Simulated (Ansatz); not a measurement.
# Zn7Cu2SiSe10: the cost of one run

All numbers below are computed with Ansatz 0.2.0 (DFT PBE, scalar-relativistic, plane waves, PAW).

### 1 The starting structure

The cell holds 20 atoms (Cu2Se10SiZn7): a = 6.870 Å, b = 6.870 Å, c = 10.494 Å, α = 83.74°, β = 70.89°, γ = 70.53°.

The sites of an ideal zinc blende lattice, at a guessed lattice constant, take 7 Zn, 1 Si, 2 Cu; 10 Se (sublattices apart by semicolons), with a shake of 0.02 Å. Warren-Cowley parameters of the first shell (negative: unlike neighbours preferred): Cu-Si +1.00, Cu-Zn -0.19, Si-Zn -0.43. In a cell this small the draw can fall short of the order aimed at.

Coordinates:

```cif
data_structure
_symmetry_space_group_name_H-M 'P 1'
_symmetry_Int_Tables_number 1
_cell_length_a 6.8702
_cell_length_b 6.8702
_cell_length_c 10.4945
_cell_angle_alpha 83.736
_cell_angle_beta 70.893
_cell_angle_gamma 70.529
_cell_volume 441.29
loop_
_atom_site_label
_atom_site_type_symbol
_atom_site_fract_x
_atom_site_fract_y
_atom_site_fract_z
_atom_site_occupancy
Si1 Si 0.70581 0.49096 0.59990 1
Cu1 Cu 0.99907 0.99716 0.99965 1
Cu2 Cu 0.40331 0.99819 0.19695 1
Zn1 Zn 0.19801 0.00825 0.59931 1
Zn2 Zn 0.10240 0.49788 0.79846 1
Zn3 Zn 0.60058 0.00158 0.79444 1
Zn4 Zn 0.29207 0.50264 0.39980 1
Zn5 Zn 0.79948 0.00211 0.40051 1
Zn6 Zn 0.49872 0.49741 0.99950 1
Zn7 Zn 0.90400 0.50261 0.20034 1
Se1 Se 0.57252 0.87677 0.60115 1
Se2 Se 0.47242 0.37841 0.80012 1
Se3 Se 0.98059 0.87424 0.80011 1
Se4 Se 0.37797 0.87443 0.99651 1
Se5 Se 0.78355 0.86849 0.19861 1
Se6 Se 0.66879 0.37791 0.40243 1
Se7 Se 0.17690 0.87312 0.39971 1
Se8 Se 0.07277 0.37280 0.60256 1
Se9 Se 0.87721 0.37320 0.99714 1
Se10 Se 0.27693 0.37267 0.20167 1
```

### 2 Relaxing on a coarse mesh

A cheap relaxation: coarse mesh, no symmetry, loose thresholds.

The input, input.yaml:

```yaml
crystal:
  lattice:
    - [2.80476761, 2.80476761, 5.60953522]
    - [-2.80476761, -2.80476761, 5.60953522]
    - [8.41430283, -5.60953522, 2.80476761]
  atoms:
    - { symbol: Si, position: [0.7058130027, 0.4909613255, 0.5999011432] }
    - { symbol: Cu, position: [0.9990748452, 0.9971552787, 0.9996457188] }
    - { symbol: Cu, position: [0.4033085802, 0.9981926501, 0.1969540831] }
    - { symbol: Zn, position: [0.1980070297, 0.0082539416, 0.5993056206] }
    - { symbol: Zn, position: [0.1024041893, 0.4978771773, 0.7984574485] }
    - { symbol: Zn, position: [0.6005764291, 0.0015806419, 0.7944427243] }
    - { symbol: Zn, position: [0.2920700926, 0.5026435998, 0.3997967772] }
    - { symbol: Zn, position: [0.7994809207, 0.0021132058, 0.400510681] }
    - { symbol: Zn, position: [0.4987222957, 0.4974131365, 0.9994998363] }
    - { symbol: Zn, position: [0.904000891, 0.5026086861, 0.2003420072] }
    - { symbol: Se, position: [0.5725188329, 0.8767720537, 0.6011487112] }
    - { symbol: Se, position: [0.4724202643, 0.378409785, 0.8001242427] }
    - { symbol: Se, position: [0.9805861957, 0.8742443649, 0.8001106342] }
    - { symbol: Se, position: [0.3779684604, 0.8744307066, 0.9965087849] }
    - { symbol: Se, position: [0.783546582, 0.8684897975, 0.1986090177] }
    - { symbol: Se, position: [0.6687907754, 0.3779075195, 0.4024275949] }
    - { symbol: Se, position: [0.1769023251, 0.8731187741, 0.3997117478] }
    - { symbol: Se, position: [0.0727660172, 0.3727951163, 0.6025588654] }
    - { symbol: Se, position: [0.8772097057, 0.3731980823, 0.9971373527] }
    - { symbol: Se, position: [0.276925332, 0.3726693812, 0.2016667055] }
  symmetry: { detect: false }
basis:
  ecutwfc: 420
kpoints:
  mp_grid: { grid: [2, 2, 2], shift: [0.5, 0.5, 0.5] }
hamiltonian:
  xc: pbe
scf:
  occupations: { method: gaussian, width: 0.1 }
  lower_state_search: "off"
output:
  forces: true
  stress: true
  eigenvalues: true
relax:
  adjacent_minimum: "off"
  f_tol: 0.04
  max_steps: 50
  cell: { stress_tol: 0.3 }
```

Started as:

```
$ ansatz run input.yaml --threads 4 --pin off --max-ram 9216MiB --backend cpu --events-out ev --progress --plain --runs-dir out
```

What time and memory should one allow on 4 threads of Arm Neoverse V1, shared host?

About 2.7 min, with a peak of 1.8 GiB.
